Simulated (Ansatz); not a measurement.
What does this script print? It uses the Python package of Ansatz (0.2.0).

The script, `run_elastic.py`:
```python
"""Stiffness tensor and moduli of Pt."""

from dataclasses import replace

import ansatz
import numpy as np

XC = "pbesol"
OCCUPATIONS = "Fermi-Dirac"
WIDTH_EV = 0.05
SCF_TOL = 1e-10
KMESH = (19, 19, 19)

system = (
    ansatz.Lattice.of((-1.58422, 1.58422, 1.58422), (1.58422, -1.58422, 1.58422), (1.58422, 1.58422, -1.58422))
    .atom("Pt", (0.0, 0.0, 0.0))
)

job = (
    system.calculation()
    .functional(XC)
    .occupations(OCCUPATIONS, width=WIDTH_EV)  # fractional filling near the Fermi level
    .scf(tolerance=SCF_TOL)
    .kpoints(*KMESH)
)
# relax, then strain
rest = job.relax(cell=True).run(threads=1).lattice
relaxed = ansatz.Crystal(lattice=ansatz.Lattice.of(rest.cell_ang))
for site in rest.sites:
    relaxed = relaxed.atom(site.symbol, site.position_frac)
job = replace(job, crystal=relaxed)
print("relaxed volume {:.3f} A^3".format(abs(np.linalg.det(rest.cell_ang))))
result = job.elastic(ansatz.ElasticMode.RELAXED_ION, amplitude=0.003).run(threads=1)
elastic = result.elastic

print(np.array2string(np.round(elastic.c_gpa, 1) + 0.0, suppress_small=True))
print("Voigt stress of the unstrained cell (GPa, tension positive):", np.round(elastic.sigma0_gpa, 3) + 0.0)
print("smallest eigenvalue of C:", round(elastic.stability.min_eigenvalue_gpa, 1), "GPa; tensor positive definite:", elastic.stability.min_eigenvalue_gpa > 0)
# averaged moduli need a positive definite tensor
if elastic.stability.min_eigenvalue_gpa > 0:
    m = elastic.moduli
    anisotropy = 5 * m.g_voigt_gpa / m.g_reuss_gpa + m.k_voigt_gpa / m.k_reuss_gpa - 6
    print(f"Voigt K {m.k_voigt_gpa:.1f} G {m.g_voigt_gpa:.1f}; Reuss K {m.k_reuss_gpa:.1f} G {m.g_reuss_gpa:.1f}; universal anisotropy index {anisotropy:.3f}")
    S = np.linalg.inv(elastic.c_gpa)
    print("Young modulus along x, y, z (GPa):", np.round(1 / np.diag(S)[:3], 1))
    print("linear compressibility along x, y, z (1/TPa):", np.round(1000 * S[:3, :3].sum(axis=1), 2))
```

`python run_elastic.py` gives:
```text
DeckWarning: basis.ecutwfc = 420 eV, auto-derived from the records' recommended cutoffs: set by Pt (normal level)
relaxed volume 15.213 A^3
[[180.8 322.2 322.2   0.    0.    0. ]
 [322.2 180.8 322.2   0.    0.    0. ]
 [322.2 322.2 180.8   0.    0.    0. ]
 [  0.    0.    0.  160.5   0.    0. ]
 [  0.    0.    0.    0.  160.5   0. ]
 [  0.    0.    0.    0.    0.  160.5]]
Voigt stress of the unstrained cell (GPa, tension positive): [-0.029 -0.029 -0.029  0.     0.     0.   ]
smallest eigenvalue of C: -141.4 GPa; tensor positive definite: False
```
(Warnings from the package without file and line.)

What to keep in mind:
- Spin-orbit coupling, which matters for elements this heavy, is left out.
- This isn't the structure that Pt takes at ambient conditions.
- Shear constants of a metal converge slowly with the k-point mesh and can be wrong in sign on a coarse one; the constants belong to the cell that was strained.
- It ran for 55 s on 1 thread of Arm Neoverse V2, with other jobs on the host, peak memory 0.56 GiB.

(A comment or docstring line of the script was reworded after the run, the code is as it ran.)
